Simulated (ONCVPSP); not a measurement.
**An ONCV potential for Mg, from input to tests**

Aim: build the potential from the settings below, then test how well it stands in for the atom: other configurations, scattering, ghost states and the plane-wave cutoff that it needs.

The numbers are computed with ONCVPSP 4.0.1 (PBE, scalar-relativistic, spin-unpolarised reference atom).

### 1 Starting point

Typed settings, in words:

* element: magnesium (Mg, Z = 12)
* type: optimised norm-conserving Vanderbilt (ONCV)
* frozen core: [He]
* valence charge: 10
* reference configuration: 2s2 2p6 3s1 (charge +1)
* partial waves: 2s+3s: rc 0.95 bohr, ncon 4, nbas 7, qcut 16.2 1/bohr, 2 projectors; 2p: rc 0.65 bohr, ncon 4, nbas 7, qcut 16.6 1/bohr, 1 projector; d scattering state at 0.14 Ha: rc 0.95 bohr, ncon 4, nbas 8, qcut 10.6 1/bohr, 2 projectors, debl 0.9 Ha
* local potential: polynomial inside 0.50 bohr (lpopt 5, dvloc0 2 Ha)
* core correction: Teter function fitted to the true core (icmod 2), fcfact 0.55

The outer shells as boxes (Hund's rule for the drawing; the calculation is spin-unpolarised):

```
[He] core
2s [↑↓]
2p [↑↓][↑↓][↑↓]
3s [↑ ]
```

An earlier all-electron run gives the scale for the radii.

All-electron outer shells of the reference configuration (PBE, scalar-relativistic, ld1.x):

```
shell  level (eV)  outermost node (bohr)  outermost maximum (bohr)
   1s    -1268.87                      –                      0.09
   2s      -88.91                   0.18                      0.54
   2p      -55.68                      –                      0.48
   3s      -11.38                   0.89                      2.35
   3p       -7.05                   0.94                      2.90
```

### 2 The generation run

Input file Mg.dat:

```
# ATOM AND REFERENCE CONFIGURATION
# atsym  z   nc   nv     iexc    psfile
  Mg 12.00    1    3        4      upf
#
#   n    l    f
    1    0    2.00
    2    0    2.00
    2    1    6.00
    3    0    1.00
#
# PSEUDOPOTENTIAL AND OPTIMIZATION
# lmax
    2
#
#   l,   rc,      ep,       ncon, nbas, qcut
    0    0.95    0.00    4    7   16.20
    1    0.65    0.00    4    7   16.60
    2    0.95    0.14    4    8   10.60
#
# LOCAL POTENTIAL
# lloc, lpopt,  rc(5),   dvloc0
    4    5    0.50    2.00
#
# VANDERBILT-KLEINMAN-BYLANDER PROJECTORs
# l, nproj, debl
    0    2    2.40
    1    1    1.00
    2    2    0.90
#
# MODEL CORE CHARGE
# icmod, fcfact, rcfact
    2    0.55    0.60
#
# LOG DERIVATIVE ANALYSIS
# epsh1, epsh2, depsh
   -5.00    5.00    0.04
#
# OUTPUT GRID
# rlmax, drl
    6.00    0.01
#
# TEST CONFIGURATIONS
# ncnf
    4
# nvcnf
#   n    l    f
    3
    2    0    2.00
    2    1    6.00
    3    0    2.00
#
    3
    2    0    2.00
    2    1    6.00
    3    0    0.00
#
    3
    2    0    2.00
    2    1    6.00
    3    0    1.50
#
    4
    2    0    2.00
    2    1    6.00
    3    0    0.00
    3    1    1.00
#
```

On the command line:

```bash
$ oncvpsp.x < Mg.dat > Mg.out
```

What does the calculation give? Wanted: cutoffs for 1 and 0.1 mHa per electron, occupied waves; bound ghosts; GHOST(+) flags; largest test error; largest phase difference near zero energy, channels read; rms error of d²Exc/dn², without and with the model core.

As calculated:

| quantity | value |
| --- | --- |
| cutoffs for 1 and 0.1 mHa per electron, occupied waves | 130 Ha and 298 Ha |
| bound ghosts | none found |
| GHOST(+) flags | none at low energy |
| largest test error (AE − PS) | -4.3 meV, for 2s2 2p6 3s0 3p1 |
| largest phase difference near zero energy, channels read | 0.001 rad |
| rms error of d²Exc/dn², without and with the model core | 1.84 and 1.86 mHa |

**Reading.** By total energies transferability is very good: the largest error is 4.3 meV on 4.4 eV, for 2s2 2p6 3s0 3p1. The potential is very hard: the looser tolerance needs 130 Ha. At the looser tolerance the 2p wave is the slowest; 2s needs 69 Ha. The program's ghost test flags no bound state. Near zero energy the phases of the channels with partial waves agree within 0.001 rad.
